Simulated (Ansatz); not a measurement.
**Si2H6O + HF + HF: a complex and its separated parts**

The complex below is one end of an elementary step. How strongly is it bound against its free parts?

The runs use Ansatz 0.2.0, Gaussian basis; PBE0-D4/def2-TZVP structures, single points in def2-TZVPP, no counterpoise correction.

Levels: SPW92, PBE-D4, BLYP-D4, r2SCAN-D4, B97M-V, PBE0-D4, B3LYP-D4, r2SCAN0-D4, BHLYP-D4, CAM-B3LYP-D4, wB97X-V, wB97M-V, B2PLYP, PBE-QIDH, RPA on PBE, Hartree-Fock, MP2, CCSD, CCSD(T).

Cores are frozen in the correlated methods. B3LYP uses VWN-RPA correlation. B2PLYP carries no dispersion term here.

113 further runs of the same task are left out: 113 set aside as unsound or not needed.

### 1 Starting geometry

The complex: 13 atoms, charge 0, spin multiplicity 1.

Atoms are counted from 1 here; the program's logs count them from 0.

Bond lengths: Si1–H2 1.505 Å, Si1–O3 1.631 Å, Si1–H5 1.480 Å, Si1–H6 1.474 Å, O3–Si4 1.637 Å, Si4–H11 1.486 Å, Si4–H12 1.482 Å, Si4–H13 1.486 Å, H7–F8 0.933 Å, H9–F10 0.937 Å. Angles: H2–Si1–O3 106.7°, H2–Si1–H5 108.5°, H2–Si1–H6 108.8°, O3–Si1–H5 110.5°, O3–Si1–H6 108.8°, H5–Si1–H6 113.4°, Si1–O3–Si4 147.1°, O3–Si4–H11 110.0°, O3–Si4–H12 108.2°, O3–Si4–H13 109.8°, H11–Si4–H12 109.9°, H11–Si4–H13 109.1°, H12–Si4–H13 109.8°.

As a file:

```xyz
13
F2H8OSi2
Si   -0.2136    0.3318    0.6266
H    -0.1363   -1.1520    0.3858
O    -1.0704    0.9630   -0.6092
Si   -1.1186    1.3273   -2.2043
H     1.1612    0.8791    0.6363
H    -0.9469    0.5707    1.8830
H     1.6748   -1.5560    2.5196
F     1.3607   -0.7886    2.9473
H     1.0139   -2.2169    0.6987
F     1.6874   -2.6692    1.1669
H     0.0661    2.1435   -2.5762
H    -2.3605    2.0911   -2.4677
H    -1.1178    0.0761   -3.0067
```

Its parts: Si2H6O holds atoms 1, 2, 3, 4, 5, 6, 11, 12, 13; HF holds atoms 7, 8; HF holds atoms 9, 10. Each part counts its atoms afresh in its own runs.

### 2 Relaxing Si2H6O alone

Input file relax-a/in.yaml:

```yaml
crystal:
  periodic: [false, false, false]
  atoms:
    - {symbol: Si, position_ang: [-0.213629, 0.331821, 0.626565]}
    - {symbol: H, position_ang: [-0.136251, -1.152009, 0.385789]}
    - {symbol: O, position_ang: [-1.070370, 0.962986, -0.609202]}
    - {symbol: Si, position_ang: [-1.118565, 1.327259, -2.204347]}
    - {symbol: H, position_ang: [1.161222, 0.879137, 0.636293]}
    - {symbol: H, position_ang: [-0.946915, 0.570669, 1.882988]}
    - {symbol: H, position_ang: [0.066107, 2.143538, -2.576197]}
    - {symbol: H, position_ang: [-2.360550, 2.091111, -2.467701]}
    - {symbol: H, position_ang: [-1.117810, 0.076138, -3.006659]}
basis:
  gaussian: {orbitals: def2-TZVP}
hamiltonian: {xc: pbe0, dispersion: d4}
relax: {f_tol: 0.005, max_steps: 200}
```

Started as:

```console
> ansatz run in.yaml --threads 8 --pin off --events-out ev --progress --plain --max-ram 19148MiB
```

After this run come: Relaxing HF alone; Relaxing HF alone; SPW92/def2-TZVPP; PBE-D4/def2-TZVPP; BLYP-D4/def2-TZVPP; r2SCAN-D4/def2-TZVPP; B97M-V/def2-TZVPP; PBE0-D4/def2-TZVPP; B3LYP-D4/def2-TZVPP; r2SCAN0-D4/def2-TZVPP; BHLYP-D4/def2-TZVPP; CAM-B3LYP-D4/def2-TZVPP; wB97X-V/def2-TZVPP; wB97M-V/def2-TZVPP; B2PLYP/def2-TZVPP; PBE-QIDH/def2-TZVPP; RPA on PBE/def2-TZVPP; CCSD(T)/def2-TZVPP; Vibrations of Si2H6O; Vibrations of HF; Vibrations of HF.

What does the calculation give? Wanted: complex less parts, CCSD(T)/def2-TZVPP; with zero-point energy; largest T1 diagnostic.

As calculated:

| quantity | value |
| --- | --- |
| complex less parts, CCSD(T)/def2-TZVPP | -0.359 eV |
| with zero-point energy | -0.218 eV |
| largest T1 diagnostic | 0.011 |

In words: At CCSD(T) the complex lies 0.359 eV below its parts. The functionals run from PBE-QIDH, off by -0.005 eV, to SPW92, off by -0.435 eV, against CCSD(T). Mean unsigned error by rung: LDA 0.435, GGA 0.125, meta-GGA 0.112, hybrid 0.070, range-separated hybrid 0.089, double hybrid 0.008 eV. PBE-D4 gives a relative energy 0.152 eV too low, outside chemical accuracy (1 kcal/mol, 0.043 eV). No counterpoise was applied, and triple zeta lacks some correlation, so the CCSD(T) reference has a basis error of its own, and close matches with it are partly luck.
